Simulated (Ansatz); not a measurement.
# GaH₆NSiTe: how energies converge with the basis set

The task here is to estimate one member of a computed series from the others.

The runs use Ansatz 0.2.0, Gaussian basis; one geometry, several basis sets.

Plan: PBE0-D4/def2-SVP; ωB97M-V/def2-SVP; PBE0-D4/def2-QZVPP; ωB97M-V/def2-QZVPP; the functionals' def2-TZVPP values are taken from earlier runs.

## The relaxed structure

An earlier PBE0-D4 in a triple-zeta def2 set relaxation fixed the geometry. Te takes the def2 core potential; no spin-orbit term is included.

SMILES `N[SiH]([GaH2])[TeH]`, 10 atoms, charge 0, spin multiplicity 1.

Atoms are counted from 1 here; the program's logs count them from 0.

Bond lengths: N1–Si2 1.703 Å, N1–H5 1.007 Å, N1–H6 1.006 Å, Si2–Ga3 2.362 Å, Si2–Te4 2.695 Å, Si2–H7 1.485 Å, Ga3–H8 1.566 Å, Ga3–H9 1.559 Å, Te4–H10 1.657 Å. Angles: Si2–N1–H5 122.7°, Si2–N1–H6 121.0°, H5–N1–H6 112.4°, N1–Si2–Ga3 124.2°, N1–Si2–Te4 113.5°, N1–Si2–H7 107.9°, Ga3–Si2–Te4 69.0°, Ga3–Si2–H7 127.0°, Te4–Si2–H7 100.2°, Si2–Ga3–H8 114.5°, Si2–Ga3–H9 119.2°, H8–Ga3–H9 126.0°, Si2–Te4–H10 90.5°.

The first run:

Contents of in.yaml:

```yaml
crystal:
  periodic: [false, false, false]
  atoms:
    - {symbol: N, position_ang: [-1.678656, 1.160674, -0.361839]}
    - {symbol: Si, position_ang: [-0.513138, -0.065503, -0.556678]}
    - {symbol: Ga, position_ang: [0.473179, -1.256775, 1.228395]}
    - {symbol: Te, position_ang: [2.011313, 0.768995, -0.117650]}
    - {symbol: H, position_ang: [-1.825826, 1.884543, -1.046257]}
    - {symbol: H, position_ang: [-2.000949, 1.427825, 0.553209]}
    - {symbol: H, position_ang: [-0.434127, -0.395673, -2.002318]}
    - {symbol: H, position_ang: [0.232302, -0.626554, 2.641067]}
    - {symbol: H, position_ang: [1.162242, -2.625178, 0.939982]}
    - {symbol: H, position_ang: [2.573669, -0.272363, -1.277912]}
basis:
  gaussian: {orbitals: def2-SVP}
hamiltonian: {xc: pbe0, dispersion: d4}
output: {orbitals: {seedname: orbitals}}
```

Launch:

```bash
> ansatz run in.yaml --threads 4 --pin off --events-out ev --progress --plain --max-ram 10444MiB
```

Among the steps run: PBE0-D4 in def2-SVP; ωB97M-V in def2-SVP; PBE0-D4 in def2-QZVPP; ωB97M-V in def2-QZVPP.

One of the session's tables, all rows but one given; the rest of the session is left out.

It belongs to the step «Density functionals: the series». 

```
functional       basis  HOMO (eV)
   PBE0-D4    def2-SVP          ?
   PBE0-D4  def2-TZVPP      -6.54
   PBE0-D4  def2-QZVPP      -6.55
   ωB97M-V    def2-SVP      -8.37
   ωB97M-V  def2-TZVPP      -8.42
   ωB97M-V  def2-QZVPP      -8.43
```

Estimate the missing values for PBE0-D4, def2-SVP.

The run gave: HOMO (eV): -6.51. In the column «HOMO (eV)» it is the highest.
